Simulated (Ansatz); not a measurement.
**BF₂HO: ionisation energy by level of theory**

The task here is to estimate one member of a computed series from the others.

Method: unrestricted cation, the program's frozen cores in correlated methods; program: Ansatz 0.2.0, Gaussian basis.

Levels to be run: UKS PBE-D4/def2-TZVPP; UKS r2SCAN-D4/def2-TZVPP; UKS PBE0-D4/def2-TZVPP; UKS B3LYP-D4/def2-TZVPP; UKS wB97X-V/def2-TZVPP; UKS wB97M-V/def2-TZVPP; UKS B2PLYP/def2-TZVPP; UHF-CCSD(T)/def2-TZVPP; UHF-MP2/def2-QZVPP; extrapolation to the limit; then −ε(HOMO) from the neutral's earlier runs with LDA (SPW92), PBE-D4, revPBE-D4, BLYP-D4, r2SCAN-D4, B97M-V, PBE0-D4, B3LYP-D4, r2SCANh-D4, r2SCAN0-D4, HSE06-D4, BHLYP-D4, CAM-B3LYP-D4, LC-ωPBE, ωB97X-V, ωB97M-V.

### The geometry

The geometry comes from an earlier relaxation with PBE0-D4 in a triple-zeta def2 set; it is a stationary point.

SMILES `OB(F)F`, 5 atoms, charge 0, spin multiplicity 1.

Atoms are counted from 1 here; the program's logs count them from 0.

Bond lengths: O1–B2 1.345 Å, O1–H5 0.960 Å, B2–F3 1.317 Å, B2–F4 1.327 Å. Angles: B2–O1–H5 113.5°, O1–B2–F3 119.5°, O1–B2–F4 122.2°, F3–B2–F4 118.3°.

As a file:

```mol
BF2HO
  3D, bonds by distance, orders not assigned

  5  4  0  0  0  0  0  0  0  0999 V2000
    0.0213    0.9834    0.1843 O   0  0
    0.1134   -0.3577    0.1293 B   0  0
    0.6923   -1.0087    1.1171 F   0  0
   -0.3616   -1.0589   -0.8929 F   0  0
   -0.4154    1.3683   -0.5791 H   0  0
  1  2  8  0
  2  3  8  0
  2  4  8  0
  1  5  8  0
M  END
```

The first run:

Input file in.yaml:

```yaml
crystal:
  periodic: [false, false, false]
  atoms:
    - {symbol: O, position_ang: [0.021311, 0.983397, 0.184337]}
    - {symbol: B, position_ang: [0.113362, -0.357739, 0.129320]}
    - {symbol: F, position_ang: [0.692262, -1.008650, 1.117116]}
    - {symbol: F, position_ang: [-0.361644, -1.058864, -0.892926]}
    - {symbol: H, position_ang: [-0.415391, 1.368256, -0.579148]}
basis:
  gaussian: {orbitals: def2-TZVPP}
total_charge: 1
magnetization: {spin_polarized: true, initial_magnetization: 1}
hamiltonian: {xc: pbe, dispersion: d4}
```

Started as:

```sh
> ansatz run in.yaml --threads 4 --pin off --events-out ev --progress --plain --max-ram 10444MiB
```

Steps of the session up to this table: Cation, UKS PBE-D4/def2-TZVPP; Cation, UKS r2SCAN-D4/def2-TZVPP; Cation, UKS PBE0-D4/def2-TZVPP; Cation, UKS B3LYP-D4/def2-TZVPP; Cation, UKS wB97X-V/def2-TZVPP; Cation, UKS wB97M-V/def2-TZVPP; Cation, UKS B2PLYP (frozen core)/def2-TZVPP; Cation, UHF-CCSD(T)/def2-TZVPP; Cation, UHF-MP2/def2-QZVPP.

One of the session's tables, all rows but one given; the rest of the session is left out.

Orbital estimates, from the neutral's runs:

| functional | −ε(HOMO) (eV) |
| --- | --- |
| LDA (SPW92) | 9.15 |
| PBE-D4 | 8.91 |
| revPBE-D4 | 8.82 |
| BLYP-D4 | 8.82 |
| r2SCAN-D4 | 9.34 |
| B97M-V | 9.40 |
| PBE0-D4 | 10.74 |
| B3LYP-D4 | 10.45 |
| r2SCANh-D4 | ? |
| r2SCAN0-D4 | 11.05 |
| HSE06-D4 | 10.32 |
| BHLYP-D4 | 12.51 |
| CAM-B3LYP-D4 | 12.29 |
| LC-ωPBE | 13.68 |
| ωB97X-V | 13.29 |
| ωB97M-V | 13.22 |

**Question.** Estimate the row for r2SCANh-D4.

Worked estimate for «−ε(HOMO) (eV)». Against the share of exact exchange, r2SCAN-D4 (0, 9.34), r2SCAN0-D4 (0.25, 11.05) give a slope of 6.84 per unit share; at 0.1 the line stands at 10.02.

The run gave: −ε(HOMO) (eV): 10.02. In «−ε(HOMO) (eV)» the line misses by 0.00.
